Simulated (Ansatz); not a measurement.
# Mg2CdTe3: the cost of one run

Computed with Ansatz 0.2.0 (DFT PBE, scalar-relativistic, plane waves, PAW, unless a step's input says otherwise).

## (1) The starting structure

Symmetry: P3m1, No. 156, trigonal system. Conventional cell: a = 4.240 Å, b = 4.240 Å, c = 10.386 Å, α = 90.00°, β = 90.00°, γ = 120.00°. Around Mg (site symmetry 3m) lie 4 Te at 2.60 Å. Around Cd (site symmetry 3m) lie 4 Te at 2.60 Å. Around Te (site symmetry 3m) lie 3 Mg at 2.60 Å and 1 Cd at 2.60 Å. Te (site symmetry 3m) is surrounded by 3 Cd at 2.60 Å and 1 Mg at 2.60 Å. Around Te (site symmetry 3m) lie 4 Mg at 2.60 Å.

Coordinates:

```cif
data_structure
_symmetry_space_group_name_H-M 'P3m1'
_symmetry_Int_Tables_number 156
_cell_length_a 4.2400
_cell_length_b 4.2400
_cell_length_c 10.3858
_cell_angle_alpha 90.000
_cell_angle_beta 90.000
_cell_angle_gamma 120.000
_cell_volume 161.70
loop_
_atom_site_label
_atom_site_type_symbol
_atom_site_symmetry_multiplicity
_atom_site_Wyckoff_symbol
_atom_site_fract_x
_atom_site_fract_y
_atom_site_fract_z
_atom_site_occupancy
Mg1 Mg 1 b 0.33333 0.66667 0.00000 1
Mg2 Mg 1 c 0.66667 0.33333 0.66667 1
Cd1 Cd 1 a 0.00000 0.00000 0.33333 1
Te1 Te 1 a 0.00000 0.00000 0.08333 1
Te2 Te 1 c 0.66667 0.33333 0.41667 1
Te3 Te 1 b 0.33333 0.66667 0.75000 1
```

The start is an ordering of an alloy on its end members' structure types: elements ordered on the sites of the CdTe type, Cd/Mg on Cd (P3m1, No. 156).

## (2) The guess as it stands, on a coarse mesh

Input file input.yaml:

```yaml
crystal:
  lattice:
    - [4.2399877, 0.0, 0.0]
    - [-2.11999385, 3.67193706, 0.0]
    - [0.0, 0.0, 10.38580639]
  atoms:
    - { symbol: Mg, position: [0.0, 0.0, 0.0] }
    - { symbol: Mg, position: [0.33333333, 0.66666667, 0.66666667] }
    - { symbol: Cd, position: [0.66666667, 0.33333333, 0.33333333] }
    - { symbol: Te, position: [0.66666667, 0.33333333, 0.08333333] }
    - { symbol: Te, position: [0.33333333, 0.66666667, 0.41666667] }
    - { symbol: Te, position: [0.0, 0.0, 0.75] }
basis:
  ecutwfc: 420
kpoints:
  mp_grid: { grid: [6, 6, 2] }
hamiltonian:
  xc: pbe
scf:
  occupations: { method: gaussian, width: 0.1 }
  lower_state_search: "off"
output:
  forces: true
  stress: true
  eigenvalues: true
```

The run is started by

```
ansatz run input.yaml --threads 1 --pin off --max-ram 2560MiB --backend cpu --events-out ev --progress --plain --runs-dir out
```

Q: Estimate wall time and peak memory on 1 thread of Arm Neoverse V2, shared host.

About 10 s, with a peak of 0.4 GiB.
